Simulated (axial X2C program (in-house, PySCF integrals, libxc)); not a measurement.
# All-electron X2C curves of WH

Aim: find the lowest determinant of WH, scan the bond at several levels and fit the constants, once spin-free and once with spin–orbit coupling.

Program: an in-house X2C program for linear molecules on PySCF integrals. Level of theory: all-electron X2C, W dyall-cv3z, H dyall-v3z. These are calculated values, not measurements.

## (1) Input

Input file task.json:

```json
{
 "zs": [
  74,
  1
 ],
 "q": 0,
 "bas": [
  "dyall-cv3z",
  "dyall-v3z"
 ],
 "levels": [
  "PBE0",
  "HF",
  "BP86"
 ],
 "cc": true,
 "r0": 1.69,
 "thr": -2.0,
 "nmax": 110,
 "npts": 10,
 "nst": 2,
 "ntry": 8
}
```

Keys: zs atomic numbers; q charge; bas basis sets; levels methods (HF also brings MP2); cc coupled cluster on or off; r0 starting distance in Å; thr threshold in hartree for freezing inner shells (an s shell follows its p shell); nmax most natural virtual spinors; npts points asked for on the curve; nst determinants followed; ntry starts of the search.

Started as:

```console
$ python so2c.py task.json out
```

Spin-free means the one-electron spin-free X2C Hamiltonian; two-component (2c) means X2C with spin–orbit coupling and atomic mean-field two-electron Coulomb and Gaunt terms. Basis: W dyall-cv3z contracted to [13s14p9d7f4g], H dyall-v3z contracted to [6s2p1d]; Gaussian nuclei, density fitting. Masses: W 183.951 u, H 1.008 u.

Notation: σ, π±, δ± give the projection m of an orbital's angular momentum (0, ±1, ±2), α and β its spin, Λ and M_S the sums; ω is the projection of a spinor's total angular momentum and Ω the sum. Logs are in hartree.

The results follow Hamiltonian by Hamiltonian and level by level.

## (2) Search for the lowest determinant

Determinants are compared with PBE0 at 1.690 Å.

Spin-free determinants:

```json
{"ΔE (eV)": "0.00", "state": "M_S = 5/2, Λ = 0", "open shells": "beyond closed shells: σα, π+α, π-α, δ+α, δ-α"}
{"ΔE (eV)": "1.21", "state": "M_S = 3/2, Λ = 2", "open shells": "beyond closed shells: π+α, π-α, δ+α"}
{"ΔE (eV)": "1.46", "state": "M_S = 3/2, Λ = 1", "open shells": "beyond closed shells: π+α, δ+α, δ-α"}
{"ΔE (eV)": "1.72", "state": "M_S = 3/2, Λ = 0", "open shells": "beyond closed shells: σβ, π+α, π-α, δ+α, δ-α"}
{"ΔE (eV)": "1.99", "state": "M_S = 5/2, Λ = 1", "open shells": "beyond closed shells: 2 × σα, π+α, δ+α, δ-α"}
{"ΔE (eV)": "2.34", "state": "M_S = 5/2, Λ = 2", "open shells": "beyond closed shells: 2 × σα, π+α, π-α, δ+α"}
{"ΔE (eV)": "2.62", "state": "M_S = 1/2, Λ = 5", "open shells": "beyond closed shells: π+α, δ+α, δ+β"}
```

Two-component determinants:

```tsv
ΔE (eV)	state	open shells
0.00	Ω = 5/2	excess of +ω over −ω: ω = 5/2
0.91	Ω = 1/2	excess of +ω over −ω: ω = 1/2
1.32	Ω = 1/2	excess of +ω over −ω: ω = -1/2, ω = -3/2, ω = 5/2
1.49	Ω = 7/2	excess of +ω over −ω: ω = -1/2, ω = 3/2, ω = 5/2
1.62	Ω = 3/2	excess of +ω over −ω: ω = 1/2, ω = -3/2, ω = 5/2
1.71	Ω = 3/2	excess of +ω over −ω: ω = 3/2
1.72	Ω = 3/2	excess of +ω over −ω: 2 × ω = -1/2, ω = 5/2
```

## (3) PBE0, spin-free

State followed: M_S = 5/2, Λ = 0 (beyond closed shells: σα, π+α, π-α, δ+α, δ-α). The scan is laid around 1.705 Å, a first estimate of the minimum, and this SCF restarts from the orbitals of the search.

The SCF at the reference distance of 1.705 Å:

```text
spin-free X2C-1e  PBE0
basis functions 202  fitting functions 987  grid points 5072
iter        total energy     max residual
   1     -16143.770012915     5.55e+00
   2     -16144.087481245     6.42e-03
   3     -16144.086879316     1.04e-02
   4     -16144.088208409     1.44e-03
   5     -16144.088239310     2.68e-04
   6     -16144.088240648     4.96e-05
   7     -16144.088240702     1.44e-05
   8     -16144.088240709     4.20e-06
   9     -16144.088240710     1.31e-06
converged
one-electron -22200.99854152  Coulomb 6362.93675077  exact exchange -80.97003897  xc functional -248.02363304  nuclear repulsion 22.96722206
```

Along the bond, energies from the lowest point:

| R (Å) | E (eV) | μ (D) | HOMO (eV) | LUMO (eV) | iterations |
| --- | --- | --- | --- | --- | --- |
| 1.483 | 0.4632 | -1.64 | -5.49 | -1.66 | 12 |
| 1.552 | 0.1996 | -1.73 | -5.55 | -1.68 | 11 |
| 1.603 | 0.0819 | -1.81 | -5.60 | -1.69 | 11 |
| 1.654 | 0.0186 | -1.88 | -5.64 | -1.71 | 11 |
| 1.705 | 0.0000 | -1.96 | -5.69 | -1.76 | 9 |
| 1.765 | 0.0235 | -2.05 | -5.74 | -1.86 | 11 |
| 1.824 | 0.0856 | -2.15 | -5.79 | -1.95 | 11 |
| 1.901 | 0.2077 | -2.27 | -5.85 | -2.07 | 11 |
| 1.995 | 0.4022 | -2.42 | -5.92 | -2.22 | 12 |
| 2.131 | 0.7360 | -2.64 | -6.01 | -2.42 | 13 |

Dipoles are positive if H is the positive end.

Outer orbitals at the reference distance:

```
symmetry  occupied  ε (eV)           atomic character
      σβ       yes  -35.36                   100% W f
     π-β       yes  -35.32                   100% W f
     π+β       yes  -35.32                   100% W f
     δ+β       yes  -35.24                   100% W f
     δ-β       yes  -35.24                   100% W f
     φ-β       yes  -35.24                   100% W f
     φ+β       yes  -35.24                   100% W f
      σα       yes   -8.91  50% H s, 24% W s, 21% W d
      σβ       yes   -8.32  57% H s, 19% W d, 17% W s
      σα       yes   -6.19   49% W s, 41% W d, 5% W p
     π-α       yes   -5.77            96% W d, 3% H p
     π+α       yes   -5.77            96% W d, 3% H p
     δ-α       yes   -5.69                   100% W d
     δ+α       yes   -5.69                   100% W d
      σα        no   -1.76   62% W p, 23% W d, 8% H s
      σβ        no   -1.74  63% W s, 17% W d, 15% W p
     π-α        no   -0.97                    98% W p
     π+α        no   -0.97                    98% W p
```

PBE0 fields in the half plane through the axis: z from -2.4 to 3.9 Å across, distance from the axis 0.15 to 2.25 Å upwards; W lies at z = 0 and H at z = 1.705 Å; the ELF is damped to zero where the density is low.

log10 density (e/bohr³). Ten even steps from '0' (-5.36 ) to '9' (1.80 ):
```
1222333333333222211000
2223334444333332221100
2233444444444333322110
2334445555444443332211
2334455555555444433211
2334456666655554433221
2334566787665555443321
2334567898766665543321
```

ELF. Ten even steps from '0' (0.00 ) to '9' (1.00 ):
```
0002333322110000000000
0013454433211100000000
0124555443322222100000
0124555443333456641000
0013455444334689984000
0001235555435899998200
0000136434537999999500
0000035525438999999600
```

Re = 1.704 Å, ωe = 1939 cm⁻¹, ωexe = 28.6 cm⁻¹, Be = 5.792 cm⁻¹, De = 2.83 eV, μ = -1.96 D.

## (4) HF, spin-free

The SCF at the reference distance of 1.705 Å:

```text
spin-free X2C-1e  HF
basis functions 202  fitting functions 987  grid points 5072
iter        total energy     max residual
   1     -16138.974724585     9.91e-01
   2     -16139.013790042     2.04e-02
   3     -16139.014837780     2.35e-02
   4     -16139.017290214     2.31e-03
   5     -16139.017528533     1.32e-03
   6     -16139.017645291     4.88e-04
   7     -16139.017684480     3.92e-04
   8     -16139.017705821     2.53e-04
   9     -16139.017711953     1.32e-04
  10     -16139.017713564     9.26e-05
  11     -16139.017713994     3.73e-05
  12     -16139.017714084     7.19e-06
  13     -16139.017714087     3.72e-06
  14     -16139.017714087     1.58e-06
converged
one-electron -22203.25791237  Coulomb 6365.38065600  exact exchange -324.10767978  xc functional 0.00000000  nuclear repulsion 22.96722206
```

Re = 1.750 Å, ωe = 1848 cm⁻¹, ωexe = 25.2 cm⁻¹, Be = 5.492 cm⁻¹, De = 1.77 eV, μ = -2.41 D.

## (5) BP86, spin-free

Output at 1.705 Å:

```text
spin-free X2C-1e  BP86
basis functions 202  fitting functions 987  grid points 5072
iter        total energy     max residual
   1     -16146.360028596     2.45e-01
   2     -16146.364362908     1.60e-02
   3     -16146.359929866     2.91e-02
   4     -16146.366094507     1.59e-03
   5     -16146.366093022     1.88e-03
   6     -16146.366147440     2.40e-04
   7     -16146.366148179     4.11e-05
   8     -16146.366148220     1.07e-05
   9     -16146.366148223     8.34e-06
  10     -16146.366148224     1.74e-06
converged
one-electron -22199.20349581  Coulomb 6361.08961568  exact exchange 0.00000000  xc functional -331.21949015  nuclear repulsion 22.96722206
```

Re = 1.707 Å, ωe = 1915 cm⁻¹, ωexe = 30.3 cm⁻¹, Be = 5.775 cm⁻¹, De = 3.13 eV, μ = -1.70 D.

## (6) MP2 and beyond, spin-free

Correlated methods: 7 electrons correlated (frozen shells, counted by type: W 5 s, 4 p, 2 d, 1 f; H none), 247 virtual spinors in MP2, 79 natural virtuals in coupled cluster.

Output of the correlated part at 1.705 Å:

```text
correlated 7  virtual 247  natural virtual 79  E(MP2) -0.103910563  MP2 remainder -0.002054305
iter   CCSD correlation   residual
   1     -0.112144622   8.21e-02
   2     -0.116197013   3.79e-02
   3     -0.117103142   1.62e-02
   4     -0.117396156   7.71e-03
   5     -0.117451552   2.65e-03
   6     -0.117461234   1.00e-03
   7     -0.117465528   3.72e-04
   8     -0.117463553   1.44e-04
   9     -0.117463091   6.46e-05
  10     -0.117463067   2.53e-05
  11     -0.117463303   8.54e-06
  12     -0.117463314   3.40e-06
(T) -0.003960134  T1 0.0373  D1 0.0664  max T2 0.048
```

T1 in the output is the amplitude norm over the root of the electron number; divide by √2 for the Lee–Taylor value.

MP2: Re = 1.709 Å, ωe = 1954 cm⁻¹, Be = 5.761 cm⁻¹, De = 2.61 eV.

CCSD: Re = 1.722 Å, ωe = 1903 cm⁻¹, ωexe = 28.5 cm⁻¹, Be = 5.671 cm⁻¹, De = 2.79 eV. T1 at Re = 0.027 (Lee–Taylor, the printed value over √2).

CCSD(T): Re = 1.721 Å, ωe = 1904 cm⁻¹, ωexe = 29 cm⁻¹, Be = 5.679 cm⁻¹, De = 2.83 eV. T1 at Re = 0.027 (Lee–Taylor, the printed value over √2).

## (7) A higher determinant, spin-free

State: M_S = 3/2, Λ = 2 (beyond closed shells: π+α, π-α, δ+α).

Output at the reference distance:

```text
spin-free X2C-1e  PBE0
basis functions 202  fitting functions 987  grid points 5072
iter        total energy     max residual
   1     -16143.719267797     5.54e+00
   2     -16144.042588011     6.56e-03
   3     -16144.041858124     1.05e-02
   4     -16144.043370956     1.46e-03
   5     -16144.043405575     2.81e-04
   6     -16144.043407256     5.54e-05
   7     -16144.043407310     2.89e-05
   8     -16144.043407342     1.36e-05
   9     -16144.043407360     4.73e-06
  10     -16144.043407363     1.58e-06
  11     -16144.043407363     3.74e-07
converged
one-electron -22196.36393297  Coulomb 6358.18157390  exact exchange -80.92304532  xc functional -247.90522503  nuclear repulsion 22.96722206
```

| R (Å) | E above the lowest PBE0 point (eV) |
| --- | --- |
| 1.483 | 1.520 |
| 1.552 | 1.313 |
| 1.603 | 1.234 |
| 1.654 | 1.206 |
| 1.705 | 1.220 |
| 1.765 | 1.278 |
| 1.824 | 1.370 |
| 1.901 | 1.526 |
| 1.995 | 1.753 |

Re = 1.661 Å, ωe = 2044 cm⁻¹, ωexe = 31.4 cm⁻¹, Be = 6.099 cm⁻¹, μ = -1.36 D. Te = 1.21 eV. As a difference of two determinants it need not be a gap between pure terms.

## (8) The spin-free curves together

Energy (eV) of the followed determinant, spin-free, from each level's lowest point:

| R (Å) | PBE0 | HF | MP2 | CCSD | CCSD(T) | BP86 |
| --- | --- | --- | --- | --- | --- | --- |
| 1.483 | 0.463 | 0.645 | 0.489 | n/a | n/a | 0.467 |
| 1.552 | 0.200 | 0.323 | 0.215 | 0.244 | 0.241 | 0.203 |
| 1.603 | 0.082 | 0.165 | 0.091 | 0.110 | 0.108 | 0.084 |
| 1.654 | 0.019 | 0.065 | 0.023 | 0.032 | 0.031 | 0.020 |
| 1.705 | 0.000 | 0.012 | 0.000 | 0.000 | 0.000 | 0.000 |
| 1.765 | 0.024 | 0.000 | 0.020 | 0.009 | 0.010 | 0.021 |
| 1.824 | 0.086 | 0.030 | 0.081 | 0.059 | 0.061 | 0.080 |
| 1.901 | 0.208 | 0.117 | 0.204 | 0.167 | 0.169 | 0.197 |
| 1.995 | 0.402 | 0.277 | 0.403 | n/a | n/a | 0.383 |
| 2.131 | 0.736 | 0.573 | 0.754 | n/a | n/a | 0.703 |

## (9) PBE0, 2c

State followed: Ω = 5/2 (excess of +ω over −ω: ω = 5/2). The scan is laid around 1.705 Å, a first estimate of the minimum, and this SCF restarts from the orbitals of the search.

The SCF at the reference distance of 1.705 Å:

```text
two-component X2C + atomic mean field  PBE0
basis functions 202  fitting functions 987  grid points 5072
iter        total energy     max residual
   1     -16142.510975549     5.59e+00
   2     -16142.830481121     6.52e-03
   3     -16142.829860826     1.05e-02
   4     -16142.831217355     1.46e-03
   5     -16142.831248855     2.66e-04
   6     -16142.831250171     5.23e-05
   7     -16142.831250230     1.43e-05
   8     -16142.831250237     4.06e-06
   9     -16142.831250239     1.24e-06
converged
one-electron -22183.08359746  Coulomb 6360.21160693  exact exchange -80.94083229  xc functional -247.97863671  nuclear repulsion 22.96722206  atomic mean-field constant -14.00701278
```

Along the bond, energies from the lowest point:

| R (Å) | E (eV) | μ (D) | HOMO (eV) | LUMO (eV) | iterations |
| --- | --- | --- | --- | --- | --- |
| 1.483 | 0.4594 | -1.63 | -5.21 | -1.71 | 12 |
| 1.552 | 0.1975 | -1.73 | -5.27 | -1.73 | 11 |
| 1.603 | 0.0808 | -1.80 | -5.32 | -1.74 | 11 |
| 1.654 | 0.0181 | -1.88 | -5.36 | -1.76 | 11 |
| 1.705 | 0.0000 | -1.96 | -5.40 | -1.79 | 9 |
| 1.765 | 0.0239 | -2.05 | -5.45 | -1.89 | 11 |
| 1.824 | 0.0861 | -2.14 | -5.50 | -1.98 | 11 |
| 1.901 | 0.2083 | -2.27 | -5.56 | -2.10 | 11 |
| 1.995 | 0.4027 | -2.42 | -5.63 | -2.25 | 12 |
| 2.131 | 0.7362 | -2.63 | -5.71 | -2.45 | 13 |

Dipoles are positive if H is the positive end.

Outer spinors at the reference distance:

| ω | occupied | ε (eV) | atomic character | λ mixture |
| --- | --- | --- | --- | --- |
| 7/2 | yes | -34.77 | 100% W f | 100% φ |
| 5/2 | yes | -34.74 | 100% W f | 79% δ, 21% φ |
| 3/2 | yes | -34.68 | 100% W f | 62% π, 38% δ |
| 1/2 | yes | -34.66 | 100% W f | 52% π, 48% σ |
| -1/2 | yes | -34.63 | 100% W f | 64% σ, 36% π |
| -3/2 | yes | -34.55 | 100% W f | 77% π, 23% δ |
| -5/2 | yes | -34.43 | 100% W f | 89% δ, 11% φ |
| -7/2 | yes | -34.38 | 100% W f | 100% φ |
| 1/2 | yes | -8.91 | 50% H s, 24% W s, 21% W d | 100% σ |
| -1/2 | yes | -8.35 | 56% H s, 20% W d, 16% W s | 100% σ |
| 1/2 | yes | -6.19 | 50% W s, 41% W d, 5% W p | 100% σ |
| -3/2 | yes | -5.97 | 100% W d | 99% δ, 1% π |
| -1/2 | yes | -5.92 | 95% W d, 3% H p | 98% π, 2% σ |
| 3/2 | yes | -5.65 | 96% W d, 3% H p | 99% π, 1% δ |
| 5/2 | yes | -5.40 | 100% W d | 100% δ |
| 1/2 | no | -1.79 | 62% W p, 24% W d, 8% H s | 98% σ, 2% π |
| -1/2 | no | -1.78 | 62% W s, 18% W p, 15% W d | 97% σ, 3% π |
| -1/2 | no | -1.12 | 92% W p, 4% W d, 2% H p | 94% π, 6% σ |
| 3/2 | no | -0.83 | 98% W p | 100% π |

PBE0 fields in the half plane through the axis: z from -2.4 to 3.9 Å across, distance from the axis 0.15 to 2.25 Å upwards; W lies at z = 0 and H at z = 1.705 Å; the ELF is damped to zero where the density is low.

log10 density (e/bohr³). Ten even steps from '0' (-5.36 ) to '9' (1.80 ):
```
1222333333333222211000
2223334444333332221100
2233444444444333322110
2334445555444443332211
2334455555555444433211
2334456666655554433221
2334566787665555443321
2334567898766665543321
```

ELF. Ten even steps from ' ' (0.00 ) to '@' (1.00 ):
```
      ..--------::::....                    
    ..--========----::......                
  ..::==++++++====----::::::::::..          
  ..::==++++++====----::--==++****==..      
    ..--====++======----==**%%@@@@%%==      
      ..::--++++++++==--++%%@@@@@@@@%%::    
        ..--**==--==++--##@@@@@@@@@@@@++    
          --++++::++==--%%@@@@@@@@@@@@**    
```

Re = 1.703 Å, ωe = 1937 cm⁻¹, ωexe = 28.6 cm⁻¹, Be = 5.796 cm⁻¹, De = 2.82 eV, μ = -1.96 D.

## (10) HF, 2c

The SCF at the reference distance of 1.705 Å:

```text
two-component X2C + atomic mean field  HF
basis functions 202  fitting functions 987  grid points 5072
iter        total energy     max residual
   1     -16137.675110390     9.87e-01
   2     -16137.714397032     2.05e-02
   3     -16137.715509751     2.35e-02
   4     -16137.717965507     2.25e-03
   5     -16137.718235460     1.27e-03
   6     -16137.718378961     5.09e-04
   7     -16137.718431567     4.10e-04
   8     -16137.718459373     2.59e-04
   9     -16137.718466778     1.30e-04
  10     -16137.718468531     9.53e-05
  11     -16137.718468966     3.66e-05
  12     -16137.718469056     8.67e-06
  13     -16137.718469061     5.75e-06
  14     -16137.718469062     3.62e-06
  15     -16137.718469063     1.18e-06
converged
one-electron -22185.28697784  Coulomb 6362.59918313  exact exchange -323.99088364  xc functional 0.00000000  nuclear repulsion 22.96722206  atomic mean-field constant -14.00701278
```

Re = 1.749 Å, ωe = 1849 cm⁻¹, ωexe = 25.1 cm⁻¹, Be = 5.499 cm⁻¹, De = 1.77 eV, μ = -2.38 D.

## (11) BP86, 2c

The SCF at the reference distance of 1.705 Å:

```text
two-component X2C + atomic mean field  BP86
basis functions 202  fitting functions 987  grid points 5072
iter        total energy     max residual
   1     -16145.120169159     2.43e-01
   2     -16145.124545586     1.60e-02
   3     -16145.120112230     2.92e-02
   4     -16145.126258189     1.57e-03
   5     -16145.126255105     1.86e-03
   6     -16145.126309593     2.35e-04
   7     -16145.126310320     4.15e-05
   8     -16145.126310363     1.27e-05
   9     -16145.126310367     8.56e-06
  10     -16145.126310368     1.63e-06
converged
one-electron -22181.30501937  Coulomb 6358.38128561  exact exchange 0.00000000  xc functional -331.16278589  nuclear repulsion 22.96722206  atomic mean-field constant -14.00701278
```

Re = 1.706 Å, ωe = 1912 cm⁻¹, ωexe = 30.2 cm⁻¹, Be = 5.778 cm⁻¹, De = 3.12 eV, μ = -1.70 D.

## (12) MP2 and beyond, 2c

Correlated methods: 7 electrons correlated (frozen shells, counted by type: W 5 s, 4 p, 2 d, 1 f; H none), 247 virtual spinors in MP2, 80 natural virtuals in coupled cluster.

Output of the correlated part at 1.705 Å:

```text
correlated 7  virtual 247  natural virtual 80  E(MP2) -0.104117654  MP2 remainder -0.002218736
iter   CCSD correlation   residual
   1     -0.112235693   8.21e-02
   2     -0.116304833   3.78e-02
   3     -0.117190792   1.61e-02
   4     -0.117476288   7.62e-03
   5     -0.117530152   2.66e-03
   6     -0.117540418   1.00e-03
   7     -0.117544617   3.64e-04
   8     -0.117542730   1.41e-04
   9     -0.117542350   6.20e-05
  10     -0.117542354   2.38e-05
  11     -0.117542577   7.84e-06
  12     -0.117542589   3.08e-06
(T) -0.003955558  T1 0.0370  D1 0.0659  max T2 0.048
```

MP2: Re = 1.708 Å, ωe = 1952 cm⁻¹, Be = 5.763 cm⁻¹, De = 2.61 eV.

CCSD: Re = 1.721 Å, ωe = 1899 cm⁻¹, ωexe = 26.9 cm⁻¹, Be = 5.677 cm⁻¹, De = 2.79 eV. T1 at Re = 0.026 (Lee–Taylor, the printed value over √2).

CCSD(T): Re = 1.720 Å, ωe = 1899 cm⁻¹, ωexe = 27.6 cm⁻¹, Be = 5.684 cm⁻¹, De = 2.83 eV. T1 at Re = 0.026 (Lee–Taylor, the printed value over √2).

## (13) A higher determinant, 2c

State: Ω = 1/2 (excess of +ω over −ω: ω = 1/2).

Output at the reference distance:

```text
two-component X2C + atomic mean field  PBE0
basis functions 202  fitting functions 987  grid points 5072
iter        total energy     max residual
   1     -16142.470677831     5.62e+00
   2     -16142.796525231     6.47e-03
   3     -16142.795784457     1.06e-02
   4     -16142.797315115     1.47e-03
   5     -16142.797350219     2.74e-04
   6     -16142.797351888     5.76e-05
   7     -16142.797351946     2.77e-05
   8     -16142.797351978     1.32e-05
   9     -16142.797351995     4.63e-06
  10     -16142.797351999     1.71e-06
  11     -16142.797351999     5.01e-07
converged
one-electron -22178.68909415  Coulomb 6355.68892036  exact exchange -80.89445766  xc functional -247.86292983  nuclear repulsion 22.96722206  atomic mean-field constant -14.00701278
```

| R (Å) | E above the lowest PBE0 point (eV) |
| --- | --- |
| 1.483 | 1.228 |
| 1.552 | 1.020 |
| 1.603 | 0.939 |
| 1.654 | 0.910 |
| 1.705 | 0.922 |
| 1.765 | 0.978 |
| 1.824 | 1.069 |
| 1.901 | 1.221 |
| 1.995 | 1.444 |

Re = 1.663 Å, ωe = 2031 cm⁻¹, ωexe = 31.6 cm⁻¹, Be = 6.083 cm⁻¹, μ = -1.33 D. Te = 0.91 eV. As a difference of two determinants it need not be a gap between pure terms.

## (14) The 2c curves together

Energy (eV) of the followed determinant, 2c, from each level's lowest point:

| R (Å) | PBE0 | HF | MP2 | CCSD | CCSD(T) | BP86 |
| --- | --- | --- | --- | --- | --- | --- |
| 1.483 | 0.459 | 0.638 | 0.486 | n/a | n/a | 0.463 |
| 1.552 | 0.198 | 0.318 | 0.214 | 0.241 | 0.238 | 0.201 |
| 1.603 | 0.081 | 0.162 | 0.090 | 0.108 | 0.106 | 0.084 |
| 1.654 | 0.018 | 0.063 | 0.022 | 0.031 | 0.030 | 0.020 |
| 1.705 | 0.000 | 0.011 | 0.000 | 0.000 | 0.000 | 0.000 |
| 1.765 | 0.024 | 0.000 | 0.021 | 0.010 | 0.011 | 0.021 |
| 1.824 | 0.086 | 0.031 | 0.081 | 0.060 | 0.061 | 0.080 |
| 1.901 | 0.208 | 0.119 | 0.204 | 0.168 | 0.170 | 0.197 |
| 1.995 | 0.403 | 0.280 | 0.403 | n/a | n/a | 0.383 |
| 2.131 | 0.736 | 0.577 | 0.754 | n/a | n/a | 0.702 |

The whole job took 2.1 min on 1 thread of Arm Neoverse V2, shared host; peak memory 0.46 GiB.

## (15) Constants

Lowest determinant that the search found at its distance, spin-free: M_S = 5/2, Λ = 0 (beyond closed shells: σα, π+α, π-α, δ+α, δ-α).

Lowest determinant that the search found at its distance, 2c: Ω = 5/2 (excess of +ω over −ω: ω = 5/2).

```tsv
Hamiltonian	level	Re (Å)	ωe (cm⁻¹)	De (eV)	μ (D)
spin-free	PBE0	1.704	1939	2.83	-1.96
spin-free	HF	1.750	1848	1.77	-2.41
spin-free	MP2	1.709	1954	2.61	n/a
spin-free	CCSD	1.722	1903	2.79	n/a
spin-free	CCSD(T)	1.721	1904	2.83	n/a
spin-free	BP86	1.707	1915	3.13	-1.70
2c	PBE0	1.703	1937	2.82	-1.96
2c	HF	1.749	1849	1.77	-2.38
2c	MP2	1.708	1952	2.61	n/a
2c	CCSD	1.721	1899	2.79	n/a
2c	CCSD(T)	1.720	1899	2.83	n/a
2c	BP86	1.706	1912	3.12	-1.70
```

Dipoles are positive if H is the positive end.

Time per point (s) on 1 thread of Arm Neoverse V2, shared host (2c runs; CCSD comes with the CCSD(T) run); the times are rough: PBE0 0.72, HF 0.65, MP2 0.74, CCSD(T) 2.4, BP86 0.31.

What this shows: At CCSD(T), going from spin-free to two-component changes Re by -1 mÅ, ωe by -0.2 %, which is small (part of it comes from the scalar share of the two-electron terms). De moves by 0.00 eV; both De rest on single-determinant atoms, which can miss part of an open shell's spin–orbit lowering.

De refers to W + H, each in the lowest determinant found, which need not be this curve's own limit. Each curve is one determinant whose occupation by symmetry is held fixed; it was picked as the lowest of a PBE0 search that is not exhaustive. De is counted from the lowest determinant-based energies of the atoms at the same level, without counterpoise correction. Density functionals use the spin component along the axis (collinear). CCSD and (T) use frozen natural virtuals with an MP2 correction for the truncation. With several unpaired electrons one determinant need not be a pure state. T1 at Re is 0.027 (Lee–Taylor), above the customary mark of 0.02.
